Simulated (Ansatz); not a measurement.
**C4H6BNO2: a ladder of functionals and wavefunction methods**

An exercise on one series of results from a longer session: the logs are not shown, and one member is left open.

The runs use Ansatz 0.2.0, Gaussian basis; functionals in def2-TZVPP, the program's frozen cores in correlated methods.

Plan: PBE-D4, r2SCAN-D4, PBE0-D4, B3LYP-D4, ωB97X-V, ωB97M-V, B2PLYP; CCSD(T)/def2-TZVPP; MP2/def2-QZVPP; extrapolation to the limit.

## The geometry

The geometry comes from an earlier relaxation with PBE0-D4 in a triple-zeta def2 set; it is a stationary point, not always the lowest conformer.

SMILES `OB(O)c1ccc[nH]1`, 14 atoms, charge 0, spin multiplicity 1.

Atoms are counted from 1 here; the program's logs count them from 0.

Bond lengths: O1–B2 1.368 Å, O1–H9 0.961 Å, B2–O3 1.368 Å, B2–C4 1.538 Å, O3–H10 0.959 Å, C4–C5 1.386 Å, C4–N8 1.372 Å, C5–C6 1.408 Å, C5–H11 1.081 Å, C6–C7 1.377 Å, C6–H12 1.079 Å, C7–N8 1.352 Å, C7–H13 1.079 Å, N8–H14 1.005 Å. Angles: B2–O1–H9 112.2°, O1–B2–O3 118.2°, O1–B2–C4 117.6°, O3–B2–C4 124.2°, B2–O3–H10 113.3°, B2–C4–C5 132.8°, B2–C4–N8 121.3°, C5–C4–N8 106.0°, C4–C5–C6 108.4°, C4–C5–H11 125.8°, C6–C5–H11 125.8°, C5–C6–C7 106.8°, C5–C6–H12 127.3°, C7–C6–H12 125.8°, C6–C7–N8 107.9°, C6–C7–H13 130.5°, N8–C7–H13 121.6°, C4–N8–C7 110.9° and more.

The first run:

in.yaml reads:

```yaml
crystal:
  periodic: [false, false, false]
  atoms:
    - {symbol: O, position_ang: [-1.873978, -0.040687, 1.780147]}
    - {symbol: B, position_ang: [-1.435437, 0.580029, 0.642341]}
    - {symbol: O, position_ang: [-2.187868, 1.601775, 0.132050]}
    - {symbol: C, position_ang: [-0.121431, 0.079078, 0.018962]}
    - {symbol: C, position_ang: [0.596690, 0.465888, -1.101023]}
    - {symbol: C, position_ang: [1.741015, -0.348365, -1.197974]}
    - {symbol: C, position_ang: [1.701418, -1.220513, -0.132489]}
    - {symbol: N, position_ang: [0.585683, -0.952477, 0.582401]}
    - {symbol: H, position_ang: [-2.698778, 0.332673, 2.101777]}
    - {symbol: H, position_ang: [-1.816627, 1.985554, -0.664108]}
    - {symbol: H, position_ang: [0.324142, 1.258081, -1.783683]}
    - {symbol: H, position_ang: [2.509269, -0.309339, -1.953994]}
    - {symbol: H, position_ang: [2.384748, -2.002612, 0.158659]}
    - {symbol: H, position_ang: [0.291152, -1.429085, 1.416925]}
basis:
  gaussian: {orbitals: def2-TZVPP}
hamiltonian: {xc: pbe, dispersion: d4}
output: {forces: true, orbitals: {seedname: orbitals}}
```

Started as:

```bash
> ansatz run in.yaml --threads 2 --pin off --events-out ev --progress --plain --max-ram 22528MiB --backend cuda --devices 0, --max-vram 18GiB
```

Steps of the session up to this table: PBE-D4 (GGA); r2SCAN-D4 (meta-GGA); PBE0-D4 (hybrid); B3LYP-D4 (hybrid); ωB97X-V (range-separated); ωB97M-V (range-separated); B2PLYP (double hybrid); CCSD(T) in def2-TZVPP; MP2 in def2-QZVPP.

One of the session's tables, all rows but one given; the rest of the session is left out.

| method | atoms, summed (eV) | atomisation energy (eV) |
| --- | --- | --- |
| PBE-D4 | -10431.298 | 70.028 |
| r2SCAN-D4 | ? | ? |
| PBE0-D4 | -10433.580 | 68.264 |
| B3LYP-D4 | -10446.758 | 67.530 |
| ωB97X-V | -10442.811 | 67.482 |
| ωB97M-V | -10442.282 | 67.748 |
| B2PLYP | -10438.516 | 66.953 |
| HF/def2-TZVPP | -10403.868 | 48.087 |
| MP2/def2-TZVPP | -10422.539 | 67.747 |
| CCSD/def2-TZVPP | -10426.666 | 64.096 |
| CCSD(T)/def2-TZVPP | -10427.140 | 65.422 |
| MP2/CBS | -10425.994 | 69.571 |
| CCSD(T)/CBS | -10430.595 | 67.246 |

Estimate the missing values for r2SCAN-D4.

As computed: atoms, summed (eV): -10440.090; atomisation energy (eV): 67.906. In the column «atoms, summed (eV)» it lies between ωB97M-V (-10442.282) and B2PLYP (-10438.516).

Caveats from the session: Free atoms (2 O, 1 B, 4 C, 1 N, 6 H) were run apart at each level; the atomisation energy is their sum less the molecule, without zero-point or spin-orbit terms.
